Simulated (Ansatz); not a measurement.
# BiTe in Ansatz: the effect of functional

The system is BiTe.

```
CELL_PARAMETERS angstrom
0.00000 3.25642 3.25642
3.25642 0.00000 3.25642
3.25642 3.25642 0.00000
ATOMIC_POSITIONS crystal
Bi 0.00000 0.00000 0.00000
Te 0.50000 0.50000 0.50000
```

The cell isn't the ideal one: volume scaled by 1.02.

Alike in all runs:

- Program: Ansatz 0.2.0
- Task: single point
- Potentials or basis: Ansatz PAW
- k mesh: 7 × 7 × 7
- Occupations: fermi-dirac, width 0.05 eV
- Spin: no spin polarisation

| functional | cutoff | pressure (GPa) |
| --- | --- | --- |
| LDA | 420 eV (not typed: the program's choice for these potentials) | -3.5 |
| PBEsol | 420 eV (not typed: the program's choice for these potentials) | -2.4 |
| r2SCAN | 500 eV (not typed: the program's choice for these potentials) | ? |

Problem. What does the run with functional r2SCAN give?

Solution. Pressure -0.9 GPa.

Caveats: the PAW data sets come from PBE, with cores solved anew for the run's functional, which leaves a small shift of forces and pressure.
